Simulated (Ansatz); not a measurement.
**CH4BNO (SMILES BC(=N)O): functionals against CCSD(T) at one geometry**

An exercise on one series of results from a longer session: the logs are not shown, and one member is left open.

The runs use Ansatz 0.2.0, Gaussian basis; single points in def2-TZVPP.

Correlated methods freeze the cores.

1 further run of the same task is left out (it didn't finish).

### Where the work starts

SMILES `BC(=N)O`, 8 atoms, charge 0, spin multiplicity 1.

Atoms are counted from 1 here; the program's logs count them from 0.

Bond lengths: B1–C2 1.562 Å, B1–H5 1.182 Å, B1–H6 1.184 Å, C2–N3 1.281 Å, C2–O4 1.319 Å, N3–H7 1.031 Å, O4–H8 0.956 Å. Angles: C2–B1–H5 125.3°, C2–B1–H6 109.3°, H5–B1–H6 125.4°, B1–C2–N3 118.4°, B1–C2–O4 115.2°, N3–C2–O4 126.4°, C2–N3–H7 112.8°, C2–O4–H8 111.3°.

Geometry (Å):

```xyz
8

B    -0.65692    1.15176   -0.36384
C     0.09720   -0.14785    0.06146
N     1.22840   -0.02984    0.65015
O    -0.50589   -1.27710   -0.25776
H    -1.52825    1.20525   -1.16071
H    -0.18752    2.07924    0.20226
H     1.66670   -0.93911    0.85803
H    -0.00214   -2.03519    0.03616
```

Set-up of the first run:

The input, run/in.yaml:

```yaml
crystal:
  periodic: [false, false, false]
  atoms:
    - {symbol: B, position_ang: [-0.656924, 1.151756, -0.363836]}
    - {symbol: C, position_ang: [0.097201, -0.147845, 0.061461]}
    - {symbol: N, position_ang: [1.228397, -0.029843, 0.650151]}
    - {symbol: O, position_ang: [-0.505892, -1.277102, -0.257762]}
    - {symbol: H, position_ang: [-1.528249, 1.205247, -1.160706]}
    - {symbol: H, position_ang: [-0.187516, 2.079235, 0.202260]}
    - {symbol: H, position_ang: [1.666704, -0.939112, 0.858027]}
    - {symbol: H, position_ang: [-0.002142, -2.035189, 0.036162]}
basis:
  gaussian: {orbitals: def2-TZVPP}
hamiltonian: {xc: pbe, dispersion: d4}
output: {forces: true}
```

Command:

```
> ansatz run in.yaml --threads 2 --pin off --events-out ev --progress --plain --max-ram 3481MiB
```

Among the steps run: PBE-D4/def2-TZVPP; r2SCAN-D4/def2-TZVPP; PBE0-D4/def2-TZVPP; wB97M-V/def2-TZVPP; CCSD(T)/def2-TZVPP.

One of the session's tables, all rows but one given; the rest of the session is left out.

| method | RMS force component (eV/Å) | angle to CCSD(T) forces (°) | dipole (D) |
| --- | --- | --- | --- |
| PBE-D4 | 0.596 | 21.6 | 2.36 |
| r2SCAN-D4 | 0.511 | 11.4 | 2.36 |
| PBE0-D4 | ? | ? | ? |
| wB97M-V | 0.523 | 22.5 | 2.29 |
| CCSD(T) | 0.554 | reference | 2.22 |

Estimate the missing values for PBE0-D4.

**Answer.** RMS force component (eV/Å): 0.453; angle to CCSD(T) forces (°): 22.8; dipole (D): 2.32. In the column «RMS force component (eV/Å)» it is the lowest.

To keep in mind: CCSD(T) in triple zeta still lacks some correlation energy of the bonds, so part of these gaps is its own basis error and they don't rank the functionals.
